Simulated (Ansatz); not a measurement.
**Al4B2Te3: what a guessed cell relaxes into**

Aim: relax a trial structure of Al4B2Te3 and see where it ends.

Program: Ansatz 0.2.0. Level of theory: DFT PBE, scalar-relativistic, plane waves, PAW. These are calculated values, not measurements.

## 1. The system as given

Symmetry: P6/mmm, No. 191, hexagonal system. Conventional cell: a = 6.761 Å, b = 6.761 Å, c = 4.607 Å, α = 90.00°, β = 90.00°, γ = 120.00°. Around Al (site symmetry -6m2) lie 3 Te at 1.95 Å. Al (site symmetry -6m2) has 2 Al at 2.30 Å and 6 Te at 3.02 Å as nearest neighbours. B (site symmetry 6/mmm) has 2 B at 2.30 Å as nearest neighbours. Te (site symmetry mmm) is surrounded by 2 Al at 1.95 Å.

Coordinates:

```
Al B Te
1.0
     6.76148    0.00000    0.00000
    -3.38074    5.85561    0.00000
     0.00000    0.00000    4.60735
Al B Te
4 2 3
Direct
  0.33333 0.66667 0.50000
  0.66667 0.33333 0.50000
  0.33333 0.66667 0.00000
  0.66667 0.33333 0.00000
  0.00000 0.00000 0.50000
  0.00000 0.00000 0.00000
  0.50000 0.00000 0.50000
  0.00000 0.50000 0.50000
  0.50000 0.50000 0.50000
```

A structure generator made this guess: random cell by space group and Wyckoff sites (P6/mmm, No. 191). The dimensions are guesses.

## 2. Probe: one point on a coarse mesh

input.yaml

```yaml
crystal:
  lattice:
    - [6.76147864, 0.0, 0.0]
    - [-3.38073932, 5.85561227, 0.0]
    - [0.0, 0.0, 4.6073484]
  atoms:
    - { symbol: Al, position: [0.33333333, 0.66666667, 0.5] }
    - { symbol: Al, position: [0.66666667, 0.33333333, 0.5] }
    - { symbol: Al, position: [0.33333333, 0.66666667, 0.0] }
    - { symbol: Al, position: [0.66666667, 0.33333333, 0.0] }
    - { symbol: B, position: [0.0, 0.0, 0.5] }
    - { symbol: B, position: [0.0, 0.0, 0.0] }
    - { symbol: Te, position: [0.5, 0.0, 0.5] }
    - { symbol: Te, position: [0.0, 0.5, 0.5] }
    - { symbol: Te, position: [0.5, 0.5, 0.5] }
basis:
  ecutwfc: 420
kpoints:
  mp_grid: { grid: [3, 3, 4] }
hamiltonian:
  xc: pbe
scf:
  occupations: { method: gaussian, width: 0.1 }
  lower_state_search: "off"
output:
  forces: true
  stress: true
  eigenvalues: true
```

Started as:

```sh
$ ansatz run input.yaml --threads 1 --pin off --max-ram 2048MiB --backend cpu --events-out ev --progress --plain --runs-dir out
```

The session goes on with these runs: coarse relaxation; relaxation on the finer mesh.

What does the calculation give? Wanted: conventional cell; volume; energy over the elements; gap on the mesh.

As calculated:

| quantity | value |
| --- | --- |
| symmetry at the end (tolerance 0.05 Å) | space group P6/mmm (No. 191) |
| conventional cell | a = 9.161 Å, b = 9.161 Å, c = 4.815 Å, α = 90.00°, β = 90.00°, γ = 120.00° |
| volume | 38.88 Å³/atom |
| energy over the elements | +1.36 eV/atom |
| gap on the mesh | none (metal) |

**Reading.** The space group P6/mmm (No. 191) is kept, and the volume per atom grows by 91.8 % from the first guess. The formation energy is positive, so the separate elements lie lower. No finished test with a distortion of lower symmetry is shown, so the end may be a saddle point. The runs treat Te without spin-orbit coupling.
